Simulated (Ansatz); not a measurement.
The system is TlPt.

```xyz
6
Lattice="5.6050 0.0000 0.0000 -2.8025 4.8541 0.0000 0.0000 0.0000 4.6390" Properties=species:S:1:pos:R:3 pbc="T T T"
Tl   -1.4013    2.4270    0.0000
Tl    1.4013    2.4270    0.0000
Tl    2.8025    0.0000    0.0000
Pt    2.8025    1.6180    2.3195
Pt    0.0000    3.2360    2.3195
Pt    0.0000    0.0000    0.0000
```

| Quantity | Value |
| --- | --- |
| Program | Ansatz 0.2.0 |
| Task | relaxation of cell and atoms |
| Functional | PBEsol |
| Potentials or basis | Ansatz PAW |
| Cutoff | 420 eV (not typed: the program's choice for these potentials) |
| k mesh | 6 × 6 × 6 |
| Occupations | fermi-dirac, width 0.05 eV |
| Spin | no spin polarisation |

At the start: volume 21.04 Å³/atom.

Q: Where does the relaxation end?

A: It ends after 10 steps and the volume is 22.99 Å³/atom (+9.3 %); space group P6/mmm (No. 191, to 0.05 Å).

Step by step:
```tsv
step	energy change (eV)	largest force (eV/Å)	volume (Å³)
1	0.0000	0.0000	126.21
2	-0.4782	0.0000	136.75
3	-0.6945	0.0000	136.09
4	-0.8125	0.0000	134.57
5	-0.8271	0.0000	137.86
6	-0.8288	0.0000	137.05
7	-0.8458	0.0000	137.05
8	-0.8474	0.0000	137.68
9	-0.8476	0.0000	137.95
10	-0.8479	0.0000	137.95
```

Final structure:
```
Tl Pt
1.0
     6.26251    0.00000    0.00000
    -3.13125    5.42349    0.00000
     0.00000    0.00000    4.06158
Tl Pt
3 3
Direct
  0.00000 0.50000 0.00000
  0.50000 0.50000 0.00000
  0.50000 0.00000 0.00000
  0.66667 0.33333 0.50000
  0.33333 0.66667 0.50000
  0.00000 0.00000 0.00000
```

Caveat: the plane-wave basis is chosen anew once the cell has moved, so the energies of steps on either side of that aren't comparable; the PAW data sets come from PBE, with cores solved anew for the run's functional, which leaves a small shift of forces and pressure.
